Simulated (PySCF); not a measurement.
# C3H5B: NMR shifts at several levels of theory

Aim: compute the NMR shifts of C3H5B (`BCC#C`) at several levels, and see how far they spread and what each costs.

Computed with PySCF 2.14.0, with density-fitted response routines of our own, on a single molecule in the gas phase. Atoms are numbered from 0 throughout.

### Step 1. The molecule as given

9 atoms, charge 0, multiplicity 1; geometry from: PBE0-D3(BJ)/def2-SVP.

Bonds of the start (Å): B0–C1 1.57, C1–C2 1.45, C2–C3 1.21, B0–H4 1.21, B0–H5 1.21, C1–H6 1.11, C1–H7 1.11, C3–H8 1.07.

### Step 2. Nuclear shieldings: PBE0/pcSseg-2

The job: settings as JSON, then the geometry in Å.

```
{"job": {"kind": "nmr", "xc": "PBE0", "basis": "pcSseg-2", "pop": false}, "charge": 0, "multiplicity": 1}
B     -1.337898     0.707216     0.100646
C     -0.379526    -0.528560     0.006536
C      1.050868    -0.287375    -0.062542
C      2.240772    -0.067734    -0.114805
H     -0.937511     1.843291     0.027402
H     -2.522135     0.495564     0.227689
H     -0.627511    -1.220489     0.834821
H     -0.725404    -1.084543    -0.890950
H      3.296096     0.125623    -0.162256
```

Method: GIAO PBE0/pcSseg-2 NMR shielding, non-relativistic, gas phase.

Run with:

```console
> OMP_NUM_THREADS=1 python probes_run.py task.json out
```

The driver reads the jobs from task.json and runs them one after another.

Output:

```text
coarse grid: 7448 points
cycle   1  E = -141.9015150209  dE =  2.456e-01  |g| = 3.603e-01  |ddm| = 2.068e+00
cycle   2  E = -141.9089104381  dE = -7.395e-03  |g| = 3.108e-01  |ddm| = 8.746e-01
cycle   3  E = -141.9350839309  dE = -2.617e-02  |g| = 3.523e-02  |ddm| = 5.538e-01
cycle   4  E = -141.9351643622  dE = -8.043e-05  |g| = 3.234e-02  |ddm| = 7.682e-02
cycle   5  E = -141.9354226384  dE = -2.583e-04  |g| = 6.853e-03  |ddm| = 2.894e-02
cycle   6  E = -141.9354337527  dE = -1.111e-05  |g| = 1.378e-03  |ddm| = 7.029e-03
cycle   7  E = -141.9354342632  dE = -5.105e-07  |g| = 2.384e-04  |ddm| = 1.232e-03
final grid: 71696 points
cycle   8  E = -141.9401923754  dE = -5.354e-05  |g| = 4.807e-03  |ddm| = 6.968e-02
cycle   9  E = -141.9401915325  dE =  8.429e-07  |g| = 5.194e-03  |ddm| = 1.247e-02
cycle  10  E = -141.9401980868  dE = -6.554e-06  |g| = 1.515e-03  |ddm| = 5.422e-03
cycle  11  E = -141.9401986350  dE = -5.481e-07  |g| = 2.987e-04  |ddm| = 1.613e-03
cycle  12  E = -141.9401986560  dE = -2.104e-08  |g| = 6.936e-05  |ddm| = 2.763e-04
cycle  13  E = -141.9401986572  dE = -1.205e-09  |g| = 1.249e-05  |ddm| = 7.389e-05
cycle  14  E = -141.9401986572  dE = -3.780e-11  |g| = 2.403e-06  |ddm| = 1.488e-05
converged SCF energy = -141.9401986572

GIAO shielding tensors (ppm)
atom      isotropic    diamagn.    paramagn.     s11        s22        s33       span
  0 B        5.913     191.080    -185.167    -67.124    -35.262    120.124    187.248
  1 C      159.558     244.805     -85.247    130.880    170.668    177.126     46.246
  2 C       95.063     255.998    -160.935    -12.750      4.244    293.695    306.444
  3 C      110.766     266.100    -155.334     35.814     43.111    253.372    217.558
  4 H       23.511      29.068      -5.557     16.282     26.827     27.424     11.141
  5 H       23.720      28.707      -4.987     17.145     26.825     27.191     10.047
  6 H       28.326      28.049       0.277     22.865     27.847     34.267     11.402
  7 H       28.743      27.963       0.779     23.007     28.393     34.828     11.821
  8 H       29.556      33.030      -3.474     24.671     24.937     39.058     14.387
```

Wall time 13 s (1 thread of Arm Neoverse V1, shared host); peak memory 0.91 GiB.

The references, computed at this level on geometries of the same kind, shield at (ppm): 1H TMS 31.25, 13C TMS 184.1, 11B BF3·OEt2 99.1. Their shielding less the atom's gives the shift. The references are single molecules in the gas phase. Atoms listed in one row are averaged.

```csv
atoms,environment,σ (ppm),δ (ppm)
C2,alkyne carbon,95.1,89.1
C3,terminal alkyne carbon,110.8,73.4
C1,propargylic sp3 CH2 bonded to B,159.6,24.6
"H4, H5",hydrogen on a boron bonded to C,23.62,7.63
"H6, H7",hydrogen on a propargylic sp3 CH2 bonded to B,28.53,2.71
H8,hydrogen on a terminal alkyne carbon,29.56,1.69
B0,"boron bonded to C, 2 H",5.9,93.2
```

### Step 3. Shielding tensors: mPW1PW91/pcSseg-2

Settings changed since step 2:

```diff
@@ -1,2 +1,2 @@
-{"job": {"kind": "nmr", "xc": "PBE0", "basis": "pcSseg-2", "pop": false}, "charge": 0, "multiplicity": 1}
+{"job": {"kind": "nmr", "xc": "mPW1PW91", "basis": "pcSseg-2", "pop": false}, "charge": 0, "multiplicity": 1}
 B     -1.337898     0.707216     0.100646
```

With the program's defaults for keys left out, this is: GIAO mPW1PW91/pcSseg-2 NMR shielding, non-relativistic, gas phase.

Output:

```text
coarse grid: 7448 points
cycle   1  E = -142.0508465107  dE =  2.449e-01  |g| = 3.629e-01  |ddm| = 2.047e+00
cycle   2  E = -142.0586652163  dE = -7.819e-03  |g| = 3.114e-01  |ddm| = 8.573e-01
cycle   3  E = -142.0848960984  dE = -2.623e-02  |g| = 3.489e-02  |ddm| = 5.224e-01
cycle   4  E = -142.0849670365  dE = -7.094e-05  |g| = 3.249e-02  |ddm| = 7.876e-02
cycle   5  E = -142.0852281090  dE = -2.611e-04  |g| = 6.831e-03  |ddm| = 2.898e-02
cycle   6  E = -142.0852391670  dE = -1.106e-05  |g| = 1.357e-03  |ddm| = 7.013e-03
cycle   7  E = -142.0852396625  dE = -4.955e-07  |g| = 2.386e-04  |ddm| = 1.203e-03
final grid: 71696 points
cycle   8  E = -142.0901215555  dE = -4.909e-05  |g| = 3.784e-03  |ddm| = 7.098e-02
cycle   9  E = -142.0901211226  dE =  4.329e-07  |g| = 4.033e-03  |ddm| = 8.678e-03
cycle  10  E = -142.0901250457  dE = -3.923e-06  |g| = 1.175e-03  |ddm| = 3.824e-03
cycle  11  E = -142.0901253624  dE = -3.167e-07  |g| = 3.262e-04  |ddm| = 1.332e-03
cycle  12  E = -142.0901253877  dE = -2.537e-08  |g| = 6.428e-05  |ddm| = 2.880e-04
cycle  13  E = -142.0901253888  dE = -1.056e-09  |g| = 1.073e-05  |ddm| = 6.839e-05
cycle  14  E = -142.0901253888  dE = -2.706e-11  |g| = 1.964e-06  |ddm| = 1.348e-05
converged SCF energy = -142.0901253888

GIAO shielding tensors (ppm)
atom      isotropic    diamagn.    paramagn.     s11        s22        s33       span
  0 B        6.981     191.476    -184.495    -65.405    -33.447    119.794    185.199
  1 C      159.270     244.669     -85.399    130.999    170.366    176.446     45.447
  2 C       94.786     255.627    -160.841    -13.102      3.701    293.760    306.862
  3 C      110.336     266.264    -155.928     35.119     42.375    253.514    218.395
  4 H       23.633      29.107      -5.474     16.490     26.888     27.520     11.030
  5 H       23.846      28.793      -4.946     17.359     26.914     27.265      9.906
  6 H       28.401      28.059       0.342     22.962     27.906     34.336     11.373
  7 H       28.812      27.979       0.833     23.106     28.447     34.884     11.778
  8 H       29.606      33.085      -3.479     24.734     24.994     39.092     14.358
```

Wall time 13 s (1 thread of Arm Neoverse V1, shared host); peak memory 0.91 GiB.

This run: δ C2 88.7, C3 73.2, C1 24.3, B0 92.1, H4 7.55, H6 2.69 ppm (means over like atoms).

### Step 4. Nuclear shieldings: WP04/pcSseg-2

Settings changed since step 3:

```diff
@@ -1,2 +1,2 @@
-{"job": {"kind": "nmr", "xc": "mPW1PW91", "basis": "pcSseg-2", "pop": false}, "charge": 0, "multiplicity": 1}
+{"job": {"kind": "nmr", "xc": "WP04", "basis": "pcSseg-2", "pop": false}, "charge": 0, "multiplicity": 1}
 B     -1.337898     0.707216     0.100646
```

Method: GIAO WP04/pcSseg-2 NMR shielding, non-relativistic, gas phase.

Output:

```text
coarse grid: 7448 points
cycle   1  E = -145.8149861225  dE =  1.842e-01  |g| = 5.305e-01  |ddm| = 2.250e+00
cycle   2  E = -145.8085008558  dE =  6.485e-03  |g| = 5.387e-01  |ddm| = 1.243e+00
cycle   3  E = -145.8884907019  dE = -7.999e-02  |g| = 5.721e-02  |ddm| = 7.350e-01
cycle   4  E = -145.8882552667  dE =  2.354e-04  |g| = 6.678e-02  |ddm| = 8.248e-02
cycle   5  E = -145.8893311681  dE = -1.076e-03  |g| = 1.020e-02  |ddm| = 5.828e-02
cycle   6  E = -145.8893597650  dE = -2.860e-05  |g| = 1.951e-03  |ddm| = 1.095e-02
cycle   7  E = -145.8893608878  dE = -1.123e-06  |g| = 3.841e-04  |ddm| = 1.836e-03
final grid: 71696 points
cycle   8  E = -145.9015227179  dE = -8.721e-05  |g| = 5.803e-03  |ddm| = 6.799e-02
cycle   9  E = -145.9015191117  dE =  3.606e-06  |g| = 6.858e-03  |ddm| = 1.199e-02
cycle  10  E = -145.9015301169  dE = -1.101e-05  |g| = 2.177e-03  |ddm| = 5.878e-03
cycle  11  E = -145.9015311823  dE = -1.065e-06  |g| = 6.914e-04  |ddm| = 2.181e-03
cycle  12  E = -145.9015312950  dE = -1.127e-07  |g| = 1.508e-04  |ddm| = 6.004e-04
cycle  13  E = -145.9015313009  dE = -5.889e-09  |g| = 2.064e-05  |ddm| = 1.710e-04
cycle  14  E = -145.9015313010  dE = -1.041e-10  |g| = 4.707e-06  |ddm| = 2.278e-05
converged SCF energy = -145.9015313010

GIAO shielding tensors (ppm)
atom      isotropic    diamagn.    paramagn.     s11        s22        s33       span
  0 B        8.073     190.517    -182.443    -59.451    -27.234    110.905    170.356
  1 C      150.674     240.885     -90.211    126.969    160.509    164.544     37.575
  2 C       91.314     261.566    -170.252    -17.376     -2.165    293.483    310.859
  3 C      105.453     269.168    -163.715     27.403     33.926    255.029    227.626
  4 H       24.969      29.855      -4.886     18.609     27.671     28.626     10.017
  5 H       25.197      29.064      -3.867     19.518     27.998     28.075      8.557
  6 H       28.955      27.984       0.971     23.833     28.350     34.681     10.848
  7 H       29.295      27.887       1.409     23.967     28.823     35.095     11.128
  8 H       30.062      32.497      -2.435     25.320     25.555     39.312     13.992
```

It took 13 s on 1 thread of Arm Neoverse V1, shared host; peak memory 0.91 GiB.

In short: δ C2 80.8, C3 66.6, C1 21.4, B0 86.1, H4 6.53, H6 2.49 ppm (means over like atoms).

### Step 5. NMR shieldings: B97-2/pcSseg-2

Settings changed since step 4:

```diff
@@ -1,2 +1,2 @@
-{"job": {"kind": "nmr", "xc": "WP04", "basis": "pcSseg-2", "pop": false}, "charge": 0, "multiplicity": 1}
+{"job": {"kind": "nmr", "xc": "B97-2", "basis": "pcSseg-2", "pop": false}, "charge": 0, "multiplicity": 1}
 B     -1.337898     0.707216     0.100646
```

Level: GIAO B97-2/pcSseg-2 NMR shielding, non-relativistic, gas phase.

Output:

```text
coarse grid: 7448 points
cycle   1  E = -142.0384275792  dE =  2.299e-01  |g| = 3.703e-01  |ddm| = 2.080e+00
cycle   2  E = -142.0441625960  dE = -5.735e-03  |g| = 3.302e-01  |ddm| = 8.908e-01
cycle   3  E = -142.0739807113  dE = -2.982e-02  |g| = 3.379e-02  |ddm| = 5.683e-01
cycle   4  E = -142.0740936274  dE = -1.129e-04  |g| = 2.877e-02  |ddm| = 7.468e-02
cycle   5  E = -142.0742954951  dE = -2.019e-04  |g| = 8.317e-03  |ddm| = 2.727e-02
cycle   6  E = -142.0743120283  dE = -1.653e-05  |g| = 1.534e-03  |ddm| = 7.671e-03
cycle   7  E = -142.0743126472  dE = -6.189e-07  |g| = 2.704e-04  |ddm| = 1.349e-03
final grid: 71696 points
cycle   8  E = -142.0772837063  dE = -6.498e-05  |g| = 2.561e-03  |ddm| = 1.358e-01
cycle   9  E = -142.0772838181  dE = -1.118e-07  |g| = 2.411e-03  |ddm| = 4.810e-03
cycle  10  E = -142.0772852987  dE = -1.481e-06  |g| = 7.126e-04  |ddm| = 2.107e-03
cycle  11  E = -142.0772853743  dE = -7.558e-08  |g| = 4.572e-04  |ddm| = 9.350e-04
cycle  12  E = -142.0772854254  dE = -5.112e-08  |g| = 6.786e-05  |ddm| = 3.868e-04
cycle  13  E = -142.0772854267  dE = -1.212e-09  |g| = 1.001e-05  |ddm| = 6.480e-05
cycle  14  E = -142.0772854267  dE = -2.569e-11  |g| = 1.328e-06  |ddm| = 1.278e-05
converged SCF energy = -142.0772854267

GIAO shielding tensors (ppm)
atom      isotropic    diamagn.    paramagn.     s11        s22        s33       span
  0 B       12.429     191.448    -179.019    -56.965    -25.382    119.635    176.600
  1 C      160.240     245.256     -85.016    133.435    171.210    176.076     42.642
  2 C       97.307     256.171    -158.864     -8.874      7.711    293.083    301.957
  3 C      113.033     266.337    -153.303     38.861     46.075    254.164    215.302
  4 H       23.874      29.308      -5.433     16.974     27.023     27.626     10.652
  5 H       24.093      28.832      -4.739     17.865     27.031     27.383      9.519
  6 H       28.488      28.136       0.353     23.087     27.964     34.414     11.328
  7 H       28.884      28.064       0.820     23.230     28.485     34.937     11.707
  8 H       29.680      33.192      -3.513     24.791     25.047     39.201     14.410
```

It took 13 s on 1 thread of Arm Neoverse V1, shared host; peak memory 0.91 GiB.

This run: δ C2 86.2, C3 70.4, C1 23.2, B0 87.7, H4 7.38, H6 2.67 ppm (means over like atoms).

### Step 6. Shielding tensors: BHandHLYP/pcSseg-2

Settings changed since step 5:

```diff
@@ -1,2 +1,2 @@
-{"job": {"kind": "nmr", "xc": "B97-2", "basis": "pcSseg-2", "pop": false}, "charge": 0, "multiplicity": 1}
+{"job": {"kind": "nmr", "xc": "BHandHLYP", "basis": "pcSseg-2", "pop": false}, "charge": 0, "multiplicity": 1}
 B     -1.337898     0.707216     0.100646
```

With the program's defaults for keys left out, this is: GIAO BHandHLYP/pcSseg-2 NMR shielding, non-relativistic, gas phase.

Output:

```text
coarse grid: 7448 points
cycle   1  E = -142.0084435017  dE =  3.260e-01  |g| = 3.026e-01  |ddm| = 2.103e+00
cycle   2  E = -142.0277534746  dE = -1.931e-02  |g| = 1.730e-01  |ddm| = 6.922e-01
cycle   3  E = -142.0351621432  dE = -7.409e-03  |g| = 4.982e-02  |ddm| = 3.940e-01
cycle   4  E = -142.0355375203  dE = -3.754e-04  |g| = 3.496e-02  |ddm| = 1.012e-01
cycle   5  E = -142.0358387086  dE = -3.012e-04  |g| = 3.618e-03  |ddm| = 3.233e-02
cycle   6  E = -142.0358420062  dE = -3.298e-06  |g| = 8.889e-04  |ddm| = 6.032e-03
final grid: 71696 points
cycle   7  E = -142.0426757854  dE = -2.004e-05  |g| = 1.689e-03  |ddm| = 3.153e-02
cycle   8  E = -142.0426760212  dE = -2.358e-07  |g| = 1.330e-03  |ddm| = 5.111e-03
cycle   9  E = -142.0426764307  dE = -4.095e-07  |g| = 4.348e-04  |ddm| = 1.797e-03
cycle  10  E = -142.0426764701  dE = -3.938e-08  |g| = 1.730e-04  |ddm| = 6.621e-04
cycle  11  E = -142.0426764776  dE = -7.549e-09  |g| = 7.099e-06  |ddm| = 2.341e-04
cycle  12  E = -142.0426764777  dE = -4.746e-11  |g| = 3.334e-06  |ddm| = 1.867e-05
converged SCF energy = -142.0426764777

GIAO shielding tensors (ppm)
atom      isotropic    diamagn.    paramagn.     s11        s22        s33       span
  0 B       13.081     189.632    -176.551    -55.298    -25.418    119.961    175.259
  1 C      162.782     242.823     -80.041    135.495    173.389    179.462     43.967
  2 C       95.689     253.347    -157.658    -12.921      3.982    296.007    308.928
  3 C      111.061     263.586    -152.525     36.098     43.187    253.898    217.800
  4 H       24.091      28.896      -4.805     17.428     26.957     27.889     10.461
  5 H       24.333      28.869      -4.536     18.386     27.266     27.346      8.960
  6 H       28.748      28.450       0.298     23.231     28.216     34.797     11.566
  7 H       29.156      28.355       0.800     23.386     28.762     35.321     11.935
  8 H       29.606      33.678      -4.073     24.681     24.938     39.198     14.517
```

It took 13 s on 1 thread of Arm Neoverse V1, shared host; peak memory 0.91 GiB.

Key values: δ C2 88.6, C3 73.2, C1 21.5, B0 90.5, H4 7.24, H6 2.50 ppm (means over like atoms).

### Step 7. NMR shieldings: CAM-B3LYP/pcSseg-2

Settings changed since step 6:

```diff
@@ -1,2 +1,2 @@
-{"job": {"kind": "nmr", "xc": "BHandHLYP", "basis": "pcSseg-2", "pop": false}, "charge": 0, "multiplicity": 1}
+{"job": {"kind": "nmr", "xc": "CAM-B3LYP", "basis": "pcSseg-2", "pop": false}, "charge": 0, "multiplicity": 1}
 B     -1.337898     0.707216     0.100646
```

With the program's defaults for keys left out, this is: GIAO CAM-B3LYP/pcSseg-2 NMR shielding, non-relativistic, gas phase.

Output:

```text
coarse grid: 7448 points
cycle   1  E = -142.0066349542  dE =  3.052e-01  |g| = 3.153e-01  |ddm| = 2.048e+00
cycle   2  E = -142.0233737641  dE = -1.674e-02  |g| = 2.062e-01  |ddm| = 6.488e-01
cycle   3  E = -142.0337340990  dE = -1.036e-02  |g| = 4.782e-02  |ddm| = 4.275e-01
cycle   4  E = -142.0340071557  dE = -2.731e-04  |g| = 3.695e-02  |ddm| = 8.419e-02
cycle   5  E = -142.0343335844  dE = -3.264e-04  |g| = 3.483e-03  |ddm| = 3.395e-02
cycle   6  E = -142.0343368048  dE = -3.220e-06  |g| = 8.962e-04  |ddm| = 6.176e-03
final grid: 71696 points
cycle   7  E = -142.0439206506  dE = -3.317e-05  |g| = 2.300e-03  |ddm| = 3.201e-02
cycle   8  E = -142.0439210834  dE = -4.327e-07  |g| = 1.808e-03  |ddm| = 6.040e-03
cycle   9  E = -142.0439218359  dE = -7.525e-07  |g| = 5.113e-04  |ddm| = 2.277e-03
cycle  10  E = -142.0439218812  dE = -4.539e-08  |g| = 2.693e-04  |ddm| = 7.907e-04
cycle  11  E = -142.0439218985  dE = -1.725e-08  |g| = 1.627e-05  |ddm| = 2.936e-04
cycle  12  E = -142.0439218986  dE = -8.600e-11  |g| = 6.894e-06  |ddm| = 2.808e-05
converged SCF energy = -142.0439218986

GIAO shielding tensors (ppm)
atom      isotropic    diamagn.    paramagn.     s11        s22        s33       span
  0 B        1.318     189.118    -187.801    -73.166    -41.649    118.768    191.935
  1 C      158.831     241.288     -82.457    129.332    169.887    177.274     47.942
  2 C       91.843     254.328    -162.485    -18.439     -1.061    295.030    313.469
  3 C      108.752     263.386    -154.634     32.642     39.824    253.790    221.148
  4 H       23.650      28.640      -4.990     16.391     26.882     27.677     11.286
  5 H       23.884      28.739      -4.855     17.318     27.078     27.255      9.937
  6 H       28.543      28.349       0.194     23.109     28.111     34.409     11.300
  7 H       28.964      28.201       0.763     23.250     28.672     34.968     11.718
  8 H       29.582      33.328      -3.746     24.706     24.967     39.073     14.367
```

It took 17 s on 1 thread of Arm Neoverse V1, shared host; peak memory 1 GiB.

This run: δ C2 90.7, C3 73.8, C1 23.7, B0 96.6, H4 7.57, H6 2.58 ppm (means over like atoms).

### Step 8. Shielding tensors: wB97X-D/pcSseg-2

Settings changed since step 7:

```diff
@@ -1,2 +1,2 @@
-{"job": {"kind": "nmr", "xc": "CAM-B3LYP", "basis": "pcSseg-2", "pop": false}, "charge": 0, "multiplicity": 1}
+{"job": {"kind": "nmr", "xc": "wB97X-D", "basis": "pcSseg-2", "pop": false}, "charge": 0, "multiplicity": 1}
 B     -1.337898     0.707216     0.100646
```

With the program's defaults for keys left out, this is: GIAO wB97X-D/pcSseg-2 NMR shielding, non-relativistic, gas phase.

Output:

```text
coarse grid: 7448 points
cycle   1  E = -142.0468672456  dE =  3.316e-01  |g| = 3.036e-01  |ddm| = 2.099e+00
cycle   2  E = -142.0663034242  dE = -1.944e-02  |g| = 1.702e-01  |ddm| = 5.914e-01
cycle   3  E = -142.0730215830  dE = -6.718e-03  |g| = 4.732e-02  |ddm| = 3.643e-01
cycle   4  E = -142.0733813984  dE = -3.598e-04  |g| = 3.237e-02  |ddm| = 8.603e-02
cycle   5  E = -142.0736361042  dE = -2.547e-04  |g| = 3.541e-03  |ddm| = 3.252e-02
cycle   6  E = -142.0736400676  dE = -3.963e-06  |g| = 9.509e-04  |ddm| = 6.648e-03
final grid: 71696 points
cycle   7  E = -142.0796168264  dE = -1.356e-04  |g| = 3.549e-03  |ddm| = 1.103e-01
cycle   8  E = -142.0796188646  dE = -2.038e-06  |g| = 2.087e-03  |ddm| = 8.048e-03
cycle   9  E = -142.0796197296  dE = -8.650e-07  |g| = 9.480e-04  |ddm| = 2.257e-03
cycle  10  E = -142.0796199170  dE = -1.873e-07  |g| = 4.322e-04  |ddm| = 1.442e-03
cycle  11  E = -142.0796199622  dE = -4.522e-08  |g| = 5.083e-05  |ddm| = 4.999e-04
cycle  12  E = -142.0796199636  dE = -1.403e-09  |g| = 1.843e-05  |ddm| = 1.035e-04
cycle  13  E = -142.0796199639  dE = -2.475e-10  |g| = 4.871e-06  |ddm| = 4.762e-05
converged SCF energy = -142.0796199639

GIAO shielding tensors (ppm)
atom      isotropic    diamagn.    paramagn.     s11        s22        s33       span
  0 B       12.161     191.206    -179.046    -57.249    -27.084    120.815    178.064
  1 C      162.206     243.816     -81.610    134.938    172.647    179.033     44.095
  2 C       94.684     255.687    -161.003    -13.742      3.232    294.562    308.304
  3 C      110.285     263.879    -153.594     34.418     41.650    254.787    220.369
  4 H       23.878      28.883      -5.005     17.015     26.918     27.700     10.685
  5 H       24.114      28.725      -4.611     17.946     27.092     27.304      9.358
  6 H       28.635      28.261       0.373     23.200     28.105     34.599     11.399
  7 H       29.035      28.147       0.888     23.344     28.630     35.130     11.786
  8 H       29.606      33.411      -3.805     24.680     24.930     39.206     14.526
```

Run time: 17 s. Hardware: 1 thread of Arm Neoverse V1, shared host; peak memory 0.91 GiB.

This run: δ C2 89.7, C3 74.1, C1 22.2, B0 87.8, H4 7.36, H6 2.52 ppm (means over like atoms).

[end of part 1 of 2]
